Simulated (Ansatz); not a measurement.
# C9H21B: how energies converge with the basis set

Aim: see how fast density functionals converge with the basis set for C9H21B.

The runs use Ansatz 0.2.0, Gaussian basis; one geometry, several basis sets.

The runs, in order: PBE0-D4/def2-SVP; ωB97M-V/def2-SVP; PBE0-D4/def2-QZVPP; ωB97M-V/def2-QZVPP; the functionals' def2-TZVPP values are taken from earlier runs.

**1. The geometry**

All runs share one geometry, relaxed beforehand with PBE0-D4 in a triple-zeta def2 set.

SMILES `CC(C)B(C(C)C)C(C)C`, 31 atoms, charge 0, spin multiplicity 1.

Atoms are counted from 1 here; the program's logs count them from 0.

Bond lengths: C1–C2 1.531 Å, C1–H11 1.094 Å, C1–H12 1.094 Å, C1–H13 1.095 Å, C2–C3 1.531 Å, C2–B4 1.580 Å, C2–H14 1.097 Å, C3–H15 1.095 Å, C3–H16 1.094 Å, C3–H17 1.094 Å, B4–C5 1.580 Å, B4–C8 1.580 Å, C5–C6 1.531 Å, C5–C7 1.530 Å, C5–H18 1.097 Å, C6–H19 1.094 Å, C6–H20 1.095 Å, C6–H21 1.094 Å and more. Angles: C2–C1–H11 112.0°, C2–C1–H12 111.4°, C2–C1–H13 110.8°, H11–C1–H12 107.6°, H11–C1–H13 107.5°, H12–C1–H13 107.4°, C1–C2–C3 110.3°, C1–C2–B4 110.4°, C1–C2–H14 107.7°, C3–C2–B4 110.2°, C3–C2–H14 107.7°, B4–C2–H14 110.5°, C2–C3–H15 110.8°, C2–C3–H16 111.4°, C2–C3–H17 112.0°, H15–C3–H16 107.4°, H15–C3–H17 107.5°, H16–C3–H17 107.6° and more.

**2. PBE0-D4 in def2-SVP**

Contents of in.yaml:

```yaml
crystal:
  periodic: [false, false, false]
  atoms:
    - {symbol: C, position_ang: [1.254724, -0.516950, 2.163738]}
    - {symbol: C, position_ang: [1.089573, 0.495811, 1.028089]}
    - {symbol: C, position_ang: [0.700946, 1.866054, 1.589121]}
    - {symbol: B, position_ang: [-0.002954, -0.002999, 0.000916]}
    - {symbol: C, position_ang: [-1.491055, -0.234832, 0.479971]}
    - {symbol: C, position_ang: [-2.439304, 0.696802, -0.279343]}
    - {symbol: C, position_ang: [-1.898148, -1.695082, 0.269590]}
    - {symbol: C, position_ang: [0.391779, -0.267326, -1.506422]}
    - {symbol: C, position_ang: [0.909182, 1.018818, -2.155053]}
    - {symbol: C, position_ang: [1.451372, -1.368953, -1.589437]}
    - {symbol: H, position_ang: [1.579823, -1.494450, 1.796503]}
    - {symbol: H, position_ang: [0.316714, -0.662531, 2.707316]}
    - {symbol: H, position_ang: [2.001525, -0.172350, 2.886376]}
    - {symbol: H, position_ang: [2.062806, 0.602775, 0.533286]}
    - {symbol: H, position_ang: [1.445699, 2.215762, 2.311409]}
    - {symbol: H, position_ang: [-0.262240, 1.826142, 2.106114]}
    - {symbol: H, position_ang: [0.624317, 2.623288, 0.803768]}
    - {symbol: H, position_ang: [-1.590722, -0.011648, 1.549417]}
    - {symbol: H, position_ang: [-2.202205, 1.750614, -0.108093]}
    - {symbol: H, position_ang: [-3.475637, 0.537526, 0.035769]}
    - {symbol: H, position_ang: [-2.394156, 0.517879, -1.357558]}
    - {symbol: H, position_ang: [-2.933472, -1.859640, 0.585336]}
    - {symbol: H, position_ang: [-1.828558, -1.979970, -0.784254]}
    - {symbol: H, position_ang: [-1.267482, -2.382147, 0.840773]}
    - {symbol: H, position_ang: [-0.481481, -0.601618, -2.080086]}
    - {symbol: H, position_ang: [1.196136, 0.840916, -3.196536]}
    - {symbol: H, position_ang: [0.154651, 1.810481, -2.153027]}
    - {symbol: H, position_ang: [1.791627, 1.400819, -1.633610]}
    - {symbol: H, position_ang: [2.357274, -1.092084, -1.042381]}
    - {symbol: H, position_ang: [1.740438, -1.552727, -2.629308]}
    - {symbol: H, position_ang: [1.091227, -2.315482, -1.176584]}
basis:
  gaussian: {orbitals: def2-SVP}
hamiltonian: {xc: pbe0, dispersion: d4}
output: {orbitals: {seedname: orbitals}}
```

Run with:

```bash
$ ansatz run in.yaml --threads 4 --pin off --events-out ev --progress --plain --max-ram 66560MiB --backend cpu
```

After this run come: ωB97M-V in def2-SVP; PBE0-D4 in def2-QZVPP; ωB97M-V in def2-QZVPP.

Q: Predict the results of all the runs planned. Wanted: PBE0-D4: double and triple zeta above quadruple; ωB97M-V: double and triple zeta above quadruple.

The runs gave:

```
                                       quantity           value
PBE0-D4: double and triple zeta above quadruple  11.62, 0.59 eV
ωB97M-V: double and triple zeta above quadruple  12.36, 0.58 eV
```

PBE0-D4 gains 11.02 eV from double to triple zeta, then 0.59 eV more. These are total energies; as a rule much of such shifts cancels in differences, which this series doesn't test.
